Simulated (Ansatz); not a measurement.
# Ir4W: the cost of one run

Computed with Ansatz 0.2.0 (DFT PBE, scalar-relativistic, plane waves, PAW, unless a step's input says otherwise).

2 further runs of the same task are left out: 1 that didn't finish, 1 set aside as unsound or not needed.

**1. The system as given**

It takes space group Pm-3m (No. 221, cubic). The conventional cell has a = 4.255 Å, b = 4.255 Å, c = 4.255 Å, α = 90.00°, β = 90.00°, γ = 90.00°. Ir (site symmetry 4/mmm) is surrounded by 2 Ir at 2.13 Å. Ir (site symmetry m-3m) has 6 Ir at 2.13 Å as nearest neighbours. Around W (site symmetry m-3m) lie 12 Ir at 3.01 Å.

Coordinates:

```cif
data_structure
_symmetry_space_group_name_H-M 'Pm-3m'
_symmetry_Int_Tables_number 221
_cell_length_a 4.2551
_cell_length_b 4.2551
_cell_length_c 4.2551
_cell_angle_alpha 90.000
_cell_angle_beta 90.000
_cell_angle_gamma 90.000
_cell_volume 77.04
loop_
_atom_site_label
_atom_site_type_symbol
_atom_site_symmetry_multiplicity
_atom_site_Wyckoff_symbol
_atom_site_fract_x
_atom_site_fract_y
_atom_site_fract_z
_atom_site_occupancy
Ir1 Ir 3 c 0.00000 0.50000 0.50000 1
Ir2 Ir 1 b 0.50000 0.50000 0.50000 1
W1 W 1 a 0.00000 0.00000 0.00000 1
```

The cell is invented: random cell by space group and Wyckoff sites (Pm-3m, No. 221). The dimensions are guesses.

**2. A first look at the guess**

input.yaml

```yaml
crystal:
  lattice:
    - [4.25509298, 0.0, 0.0]
    - [0.0, 4.25509298, 0.0]
    - [0.0, 0.0, 4.25509298]
  atoms:
    - { symbol: Ir, position: [0.0, 0.5, 0.5] }
    - { symbol: Ir, position: [0.5, 0.0, 0.5] }
    - { symbol: Ir, position: [0.5, 0.5, 0.0] }
    - { symbol: Ir, position: [0.5, 0.5, 0.5] }
    - { symbol: W, position: [0.0, 0.0, 0.0] }
basis:
  ecutwfc: 420
kpoints:
  mp_grid: { grid: [4, 4, 4] }
hamiltonian:
  xc: pbe
scf:
  occupations: { method: gaussian, width: 0.1 }
  lower_state_search: "off"
output:
  forces: true
  stress: true
  eigenvalues: true
```

Started as:

```sh
> ansatz run input.yaml --threads 1 --pin off --max-ram 2560MiB --backend cpu --events-out ev --progress --plain --runs-dir out
```

What time and memory should one allow on 1 thread of Arm Neoverse N1, shared host?

About 3.6 s, with a peak of 0.33 GiB.
